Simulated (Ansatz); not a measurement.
# H3C2N: the cost of one run

Method: DFT PBE+D3(BJ), plane waves, PAW, scalar-relativistic, no spin polarisation, in Ansatz 0.2.0.

**1. Starting point**

The cell holds 36 atoms (C12H18N6): a = 7.774 Å, b = 7.774 Å, c = 7.774 Å, α = 90.00°, β = 90.00°, γ = 90.00°.

Its coordinates follow in the input file.

**2. Relaxing the start**

The input, input.yaml:

```yaml
crystal:
  lattice:
    - [7.773877, 0.0, 0.0]
    - [0.0, 7.773877, 0.0]
    - [0.0, 0.0, 7.773877]
  atoms:
    - { symbol: C, position: [0.2425557, 0.0160029, 0.535313] }
    - { symbol: C, position: [0.2463086, 0.1488248, 0.4024404] }
    - { symbol: "N", position: [0.2493359, 0.2559633, 0.295261] }
    - { symbol: H, position: [0.1696692, -0.095266, 0.4903282] }
    - { symbol: H, position: [0.3732264, -0.0249787, 0.5663379] }
    - { symbol: H, position: [0.181878, 0.0658441, 0.6517215] }
    - { symbol: C, position: [0.9170989, 0.1021219, 0.8032054] }
    - { symbol: C, position: [0.7727667, 0.058174, 0.9152218] }
    - { symbol: "N", position: [0.6563436, 0.0227242, 1.0055778] }
    - { symbol: H, position: [0.9264322, 0.0096624, 0.6979393] }
    - { symbol: H, position: [0.8990216, 0.230497, 0.749262] }
    - { symbol: H, position: [1.0371272, 0.1000915, 0.8760474] }
    - { symbol: C, position: [0.9421965, 0.5687374, 0.3544211] }
    - { symbol: C, position: [0.9364981, 0.5934146, 0.5406185] }
    - { symbol: "N", position: [0.9319016, 0.61332, 0.6908113] }
    - { symbol: H, position: [0.9480133, 0.6930483, 0.2893841] }
    - { symbol: H, position: [1.0555555, 0.493785, 0.3190842] }
    - { symbol: H, position: [0.8274141, 0.5003522, 0.3112318] }
    - { symbol: C, position: [0.5190369, 0.5813788, 0.2734548] }
    - { symbol: C, position: [0.5361692, 0.5900882, 0.4603813] }
    - { symbol: "N", position: [0.5499887, 0.5971135, 0.6111623] }
    - { symbol: H, position: [0.515285, 0.7108432, 0.2192169] }
    - { symbol: H, position: [0.6280167, 0.5122388, 0.2181383] }
    - { symbol: H, position: [0.4005997, 0.5143393, 0.2388838] }
    - { symbol: C, position: [0.8520172, 0.0286086, 0.356317] }
    - { symbol: C, position: [0.798626, 0.1911446, 0.4340493] }
    - { symbol: "N", position: [0.7555589, 0.3222515, 0.4967506] }
    - { symbol: H, position: [0.8992913, 0.0506511, 0.2259478] }
    - { symbol: H, position: [0.9545163, -0.029929, 0.4323705] }
    - { symbol: H, position: [0.7434102, -0.0602159, 0.3506991] }
    - { symbol: C, position: [0.3739283, 0.3356916, 0.6792887] }
    - { symbol: C, position: [0.4901771, 0.355884, 0.8255397] }
    - { symbol: "N", position: [0.5839472, 0.3721719, 0.9435105] }
    - { symbol: H, position: [0.3223081, 0.4605451, 0.641029] }
    - { symbol: H, position: [0.4426376, 0.2797759, 0.5703423] }
    - { symbol: H, position: [0.2672082, 0.2511849, 0.7137312] }
basis:
  ecutwfc: 420.0
kpoints:
  mp_grid: { grid: [1, 1, 1] }
hamiltonian:
  xc: pbe
  dispersion: d3bj
scf:
  occupations: { method: fermi_dirac, width: 0.02 }
  lower_state_search: "off"
relax:
  f_tol: 0.3
  max_steps: 15
  adjacent_minimum: "off"
output:
  write_density: true
  write_potential: true
  elf: true
  volumetric_format: npy
```

Launch:

```sh
$ ansatz run input.yaml --threads 1 --pin off --max-ram 3072MiB --backend cpu --events-out ev --progress --plain --runs-dir out
```

**Question.** How long does this run take on 1 thread of AMD EPYC 9R45 (Zen 5), shared host, and how much memory does it need?

About 17 s, with a peak of 0.54 GiB.
